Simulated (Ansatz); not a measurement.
The system is GaF.

```xyz
2
Lattice="3.1659 0.0000 0.0000 0.0000 3.1659 0.0000 0.0000 0.0000 3.1659" Properties=species:S:1:pos:R:3 pbc="T T T"
Ga    0.0000    0.0000    0.0000
F     1.5830    1.5830    1.5830
```

The cell was built by a generator and needn't be a form met in nature.

| Property | Result |
| --- | --- |
| Program | Ansatz 0.2.0 |
| Task | single point |
| Functional | PBE |
| Potentials or basis | all-electron LAPW, scalar-relativistic |
| Cutoff | 214 eV (chosen from the basis error) |
| Basis error allowed | 0.001 eV/atom |
| k mesh | 8 × 8 × 8 |
| Occupations | fermi-dirac, width 0.05 eV |
| Spin | no spin polarisation |

On this cell: pressure 0.0 GPa; largest force zero by symmetry; band gap on the k mesh 0.33 eV, indirect (least direct gap 1.13 eV).

The same run follows on a disturbed copy (atoms moved at random, drawn with an rms of 0.05 Å):

```xyz
2
Lattice="3.1659 0.0000 0.0000 0.0000 3.1659 0.0000 0.0000 0.0000 3.1659" Properties=species:S:1:pos:R:3 pbc="T T T"
Ga   -0.0040    0.0182    0.0024
F     1.5286    1.5399    1.5658
```

Task: What changes?

Result: The energy moves by -1.6 meV/atom; pressure 0.1 GPa; largest force 0.082 eV/Å; band gap on the k mesh 0.34 eV, indirect (least direct gap 1.14 eV).

Forces on the atoms (eV/Å):
```
Ga   0.051  0.062  0.020
F   -0.051 -0.062 -0.020
```

The energy falls, though the first cell shows no forces: that form is unstable against this distortion, unless noise or another electronic state is at work.

A k mesh can miss the band edges.
